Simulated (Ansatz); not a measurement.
# Ca (fcc type): a single-point run

Wanted: a converged single-point run for Ca (fcc type), and a check of what comes out. The structure is shown as the input types it.

Computed with Ansatz 0.2.0 (Kohn-Sham DFT, with the functional, basis and potentials that each input names (as first typed), unless a step's input says otherwise).

### Step 1. The system as given

Symmetry: Fm-3m, No. 225, cubic system. Conventional cell: a = 5.456 Å, b = 5.456 Å, c = 5.456 Å, α = 90.00°, β = 90.00°, γ = 90.00°. Ca (site symmetry m-3m) is surrounded by 12 Ca at 3.86 Å.

Structure file:

```
CELL_PARAMETERS angstrom
0.00000 2.72799 -2.72799
-2.72799 0.00000 2.72799
5.45598 5.45598 5.45598
ATOMIC_POSITIONS crystal
Ca 0.00000 0.00000 0.00000
Ca 0.33333 0.66667 0.33333
Ca 0.66667 0.33333 0.66667
```

### Step 2. Running it

Contents of input.yaml:

```yaml
crystal:
  lattice:
    - [0.0, 2.7279895927, -2.7279895927]
    - [-2.7279895927, 0.0, 2.7279895927]
    - [5.4559791854, 5.4559791854, 5.4559791854]
  atoms:
    - { symbol: Ca, position: [0.0, 0.0, 0.0] }
    - { symbol: Ca, position: [0.333333333, 0.666666667, 0.333333333] }
    - { symbol: Ca, position: [0.666666667, 0.333333333, 0.666666667] }
kpoints:
  mp_grid: { grid: [11, 11, 4] }
scf:
  occupations: { method: fermi_dirac, width: 0.1 }
  max_iter: 80
hamiltonian:
  xc: pbesol
  pseudopotentials: { kind: paw }
  hubbard: { sites: [{ species: Ca, l: p, u_eff: 20.0 }] }
output:
  forces: true
  stress: true
  eigenvalues: true
```

Run with:

```bash
ansatz run input.yaml --threads 2 --pin off --max-ram 5120MiB --backend cpu --events-out ev --progress --plain --runs-dir out
```

**Question.** How will this run end, and is anything wrong with its input?

The program finished normally, with warnings (filled band counts differ across k points). That alone doesn't make the input a sound one.

Look at the input: hamiltonian.hubbard.sites is [{species: Ca, l: p, u_eff: 20.0}]. A U of this value distorts the shell's occupations and the levels near the Fermi energy.

To check: delete hamiltonian.hubbard.sites.
